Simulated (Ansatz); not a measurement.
Working through a geometry optimisation of C2H6BFN, SMILES CN(C)[B]F

With the Ansatz DFT code, driven from Python.

Notebook, run cell by cell (the value of a cell's last expression is shown):

**Cell 1**
```python
import itertools

import ansatz as az
from ase import Atoms
from ase.data import atomic_numbers, covalent_radii
import numpy as np
```

**Cell 2**
```python
atoms = Atoms(["C", "N", "C", "B", "F", "H", "H", "H", "H", "H", "H"], positions=[
    (-1.0988, -0.2815, 0.2633),
    (0.0819, -0.0948, -0.5364),
    (1.2161, -0.464, 0.2666),
    (0.3106, 1.3749, -1.0017),
    (-0.7487, 1.9538, -1.8865),
    (-1.1388, 0.4328, 1.1528),
    (-1.2408, -1.29, 0.5818),
    (-1.9966, 0.0287, -0.3776),
    (1.3408, 0.19, 1.2319),
    (2.186, -0.3802, -0.2934),
    (1.1536, -1.5267, 0.6197),
])
molecule = az.Crystal.molecule_from_ase(atoms)
```

**Cell 3**
```python
setup = molecule.calculation().basis(gaussian="def2-SVP").functional("B3LYP").spin("collinear", total=1)
symbols = [site.symbol for site in molecule.cartesian_sites]
start = np.array([site.position_ang for site in molecule.cartesian_sites], dtype=float)
def progress(event):
    if event["event"] == "relax_step":
        row = event["data"]
        print(f"step {row['step']:3d}  E = {row['lagrangian_ev']:.6f} eV  largest force component {row['allowed_force_max_ev_ang']:.4f} eV/A")
```

**Cell 4**
```python
report = setup.relax(force_tolerance=0.02, max_steps=100).session().plan().execute(on_event=progress).report
end = np.array(report["positions_ang"])

for key in ("converged", "free_energy_ev", "reference_energy_ev", "n_frozen", "n_occupied", "n_virtual"):
    print(f"{key:22s} {report[key]}")
```
Output:
```text
step   1  E = -7048.691997 eV  largest force component 4.2614 eV/A
step   2  E = -7049.706977 eV  largest force component 3.2276 eV/A
step   3  E = -7050.183409 eV  largest force component 1.4117 eV/A
step   4  E = -7050.284854 eV  largest force component 0.6320 eV/A
step   5  E = -7050.309167 eV  largest force component 0.4345 eV/A
step   6  E = -7050.336801 eV  largest force component 0.2737 eV/A
step   7  E = -7050.337628 eV  largest force component 0.2183 eV/A
step   8  E = -7050.341065 eV  largest force component 0.0252 eV/A
step   9  E = -7050.341101 eV  largest force component 0.0155 eV/A
converged              True
free_energy_ev         -7050.3413275591865
reference_energy_ev    -7050.3413275591865
n_frozen               0
n_occupied             [20, 19]
n_virtual              [80, 81]
```

**Cell 5**
```python
radius = [covalent_radii[atomic_numbers[s]] for s in symbols]
span = lambda where, i, j: np.linalg.norm(where[i] - where[j])
bonded = [(i, j) for i, j in itertools.combinations(range(len(symbols)), 2) if min(span(start, i, j), span(end, i, j)) < 1.2 * (radius[i] + radius[j])]
print("pair        before    after (A)")
for i, j in bonded:
    print(f"{symbols[i]}{i}-{symbols[j]}{j}".ljust(10), f"{span(start, i, j):8.4f} {span(end, i, j):8.4f}")
```
Output:
```text
pair        before    after (A)
C0-N1        1.4382   1.4580
C0-H5        1.1415   1.1052
C0-H6        1.0671   1.1052
C0-H7        1.1459   1.0980
N1-C2        1.4379   1.4515
N1-B3        1.5585   1.3932
C2-H8        1.1726   1.1057
C2-H9        1.1231   1.0988
C2-H10       1.1216   1.1057
B3-F4        1.4967   1.3307
```

**Cell 6**
```python
charges = report["charge_distribution"]
print("dipole moment", round(4.803205 * float(np.linalg.norm(charges["dipole_moment_e_ang"])), 3), "D")
print("Mulliken:", [(s, round(q, 3)) for s, q in zip(symbols, charges["mulliken_charges_e"])])
```
Output:
```text
dipole moment 2.496 D
Mulliken: [('C', 0.105), ('N', -0.22), ('C', 0.133), ('B', -0.025), ('F', -0.123), ('H', 0.018), ('H', 0.018), ('H', 0.033), ('H', 0.014), ('H', 0.033), ('H', 0.014)]
```

Notes:
- Total energies depend on the basis set; only differences at equal settings carry meaning.
- The end point is the stationary point reached from this start; no frequency run checks that it is a minimum, and the basis set is modest.
- The species is open-shell (spin multiplicity 2).
- b3lyp holds the VWN-RPA fit, as in Gaussian; the form of ORCA and Turbomole is b3lyp5.
- Run time: 2.1 min on 1 thread of Arm Neoverse N1 (shared host), peak memory 0.35 GiB.
